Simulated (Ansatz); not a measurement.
# C5H8OS (tetrahydrothiopyran-4-one): HF/pcseg-2 (density fitting with def2-universal-jkfit, accuracy low, start density atoms)

What is the energy difference between two shapes of C5H8OS (tetrahydrothiopyran-4-one) at HF/pcseg-2 (density fitting with def2-universal-jkfit, accuracy low, start density atoms)? 

The calculation is run with Ansatz 0.2.0.

7 further runs of the same task are left out: 1 that didn't finish, 6 set aside as unsound or not needed.

**1. The molecule**

The species is C5H8OS (15 atoms), meant as a singlet with charge 0. As SMILES, `O=C1CCSCC1`. Geometry: relaxed at PBE0-D4/def2-TZVP. This is one conformer, not always the lowest.

Bond lengths: O1–C2 1.206 Å, C2–C3 1.511 Å, C3–C4 1.526 Å, C4–S5 1.801 Å, S5–C6 1.801 Å, C2–C7 1.511 Å, C6–C7 1.526 Å, C3–H8 1.096 Å, C3–H9 1.092 Å, C4–H10 1.091 Å, C4–H11 1.094 Å, C6–H12 1.091 Å, C6–H13 1.094 Å, C7–H14 1.096 Å, C7–H15 1.092 Å. Some angles: O1–C2–C3 121.6°, O1–C2–C7 121.6°, C3–C2–C7 116.7°, C2–C3–C4 112.8°, C3–C4–S5 112.7°, C4–S5–C6 97.2°, S5–C6–C7 112.7°, C2–C7–C6 112.8°, C2–C3–H8 108.0°, C2–C3–H9 107.7°.

**2. A single-point energy at HF/pcseg-2 (density fitting with def2-universal-jkfit, accuracy low, start density atoms)**

input.yaml

```yaml
crystal:
  periodic: [false, false, false]
  atoms:
    - {symbol: O, position_ang: [-0.037620, -1.744930, -1.667910]}
    - {symbol: C, position_ang: [0.003830, -1.073350, -0.667010]}
    - {symbol: C, position_ang: [-1.249860, -0.699290, 0.088550]}
    - {symbol: C, position_ang: [-1.372560, 0.803280, 0.322580]}
    - {symbol: S, position_ang: [0.019010, 1.480310, 1.243270]}
    - {symbol: C, position_ang: [1.318290, 0.938540, 0.120390]}
    - {symbol: C, position_ang: [1.312530, -0.570500, -0.103980]}
    - {symbol: H, position_ang: [-1.223830, -1.206190, 1.059550]}
    - {symbol: H, position_ang: [-2.104610, -1.075940, -0.477540]}
    - {symbol: H, position_ang: [-2.264810, 1.026220, 0.910330]}
    - {symbol: H, position_ang: [-1.467860, 1.333790, -0.629470]}
    - {symbol: H, position_ang: [2.261460, 1.253730, 0.570230]}
    - {symbol: H, position_ang: [1.217240, 1.468760, -0.831230]}
    - {symbol: H, position_ang: [1.482190, -1.070170, 0.856220]}
    - {symbol: H, position_ang: [2.106600, -0.864270, -0.793960]}
basis:
  gaussian:
    orbitals: pcseg-2
    fitting: {mean_field: def2-universal-jkfit}
hamiltonian:
  xc: hf
accuracy: low
output: {orbitals: {seedname: orbitals}}
```

Launch:

```bash
ansatz run input.yaml --threads 4 --pin off --max-ram 12180MiB --events-out events.jsonl --progress --plain --runs-dir runs
```

What it wrote:

```text
Warning: RAYON_NUM_THREADS=4 ignored (pool sized by the plan → 4); use --threads N
Functional definition: HF
  name "HF"
  exchange = exact_x
  correlation = 0
724 factors; integrals over basis functions are off by at most 1.0e0 eV
mean field evaluation 1: about -18131.0433 eV, gradient 4.4e1 eV
mean field evaluation 2: about -18135.0812 eV, gradient 2.4e1 eV
mean field evaluation 4: about -18136.1886 eV, gradient 2.3e0 eV
mean field evaluation 8: about -18136.2053 eV, gradient 6.6e-6 eV
mean field -18136.20531779 eV, -666.4932522674 hartree, gradient 6.6e-6 eV, S^2 0.000000; 0 other end points of the search recorded, 0 dependent functions left out
reference -18136.20531779 eV, -666.4932522674 hartree; 31, 31 occupied and 295, 295 virtual orbitals, 724 factors
Total energy: -18136.20531779 eV, -666.4932522674 hartree
```

It took 2.3 s on 4 threads of Arm Neoverse V2, shared host; peak memory 0.62 GiB.

**3. The distorted shape**

input.yaml

```yaml
crystal:
  periodic: [false, false, false]
  atoms:
    - {symbol: O, position_ang: [-0.056408, -1.742358, -1.641744]}
    - {symbol: C, position_ang: [-0.014278, -1.082789, -0.703118]}
    - {symbol: C, position_ang: [-1.241624, -0.692812, 0.078388]}
    - {symbol: C, position_ang: [-1.365423, 0.817769, 0.327881]}
    - {symbol: S, position_ang: [-0.003582, 1.433693, 1.230508]}
    - {symbol: C, position_ang: [1.343552, 0.935908, 0.139231]}
    - {symbol: C, position_ang: [1.288938, -0.543857, -0.106370]}
    - {symbol: H, position_ang: [-1.211093, -1.195638, 1.078892]}
    - {symbol: H, position_ang: [-2.138508, -1.092448, -0.462736]}
    - {symbol: H, position_ang: [-2.256879, 1.031924, 0.899796]}
    - {symbol: H, position_ang: [-1.467084, 1.360530, -0.624464]}
    - {symbol: H, position_ang: [2.236719, 1.254343, 0.534284]}
    - {symbol: H, position_ang: [1.217372, 1.445821, -0.834500]}
    - {symbol: H, position_ang: [1.467303, -1.080864, 0.859560]}
    - {symbol: H, position_ang: [2.123142, -0.868458, -0.823598]}
basis:
  gaussian:
    orbitals: pcseg-2
    fitting: {mean_field: def2-universal-jkfit}
hamiltonian:
  xc: hf
accuracy: low
output: {orbitals: {seedname: orbitals}}
```

Launch:

```bash
ansatz run input.yaml --threads 4 --pin off --max-ram 12180MiB --events-out events.jsonl --progress --plain --runs-dir runs
```

What it wrote:

```text
Warning: RAYON_NUM_THREADS=4 ignored (pool sized by the plan → 4); use --threads N
[... 4 set-up lines as earlier in the session ...]
724 factors; integrals over basis functions are off by at most 1.0e0 eV
mean field evaluation 1: about -18130.7927 eV, gradient 4.4e1 eV
mean field evaluation 2: about -18134.8589 eV, gradient 2.2e1 eV
mean field evaluation 4: about -18135.8362 eV, gradient 1.9e0 eV
mean field evaluation 8: about -18135.8480 eV, gradient 9.8e-6 eV
mean field -18135.84795301 eV, -666.4801193539 hartree, gradient 9.8e-6 eV, S^2 0.000000; 0 other end points of the search recorded, 0 dependent functions left out
reference -18135.84795301 eV, -666.4801193539 hartree; 31, 31 occupied and 295, 295 virtual orbitals, 724 factors
Total energy: -18135.84795301 eV, -666.4801193539 hartree
```

Wall time 2.3 s (4 threads of Arm Neoverse V2, shared host); peak memory 0.62 GiB.

**4. What came out**

Level: HF/pcseg-2 (density fitting with def2-universal-jkfit, accuracy low, start density atoms).

| quantity | value |
| --- | --- |
| first shape: total energy | -666.49325 Eh |
| first shape: HOMO energy | -9.57 eV |
| first shape: LUMO energy | 2.50 eV |
| first shape: HOMO–LUMO gap | 12.07 eV |
| distorted shape: total energy | -666.48012 Eh |
| distorted shape: HOMO energy | -9.44 eV |
| distorted shape: LUMO energy | 2.54 eV |
| distorted shape: HOMO–LUMO gap | 11.99 eV |
| energy change with the atoms displaced | 0.357 eV |

What this shows: With the atoms displaced the energy rises by 0.36 eV (34.5 kJ/mol). The first shape isn't relaxed at this level, so the change isn't measured from a minimum. The accuracy setting (first shape) is loose, so the last digits carry no meaning. The accuracy setting (distorted shape) is loose, so the last digits carry no meaning.
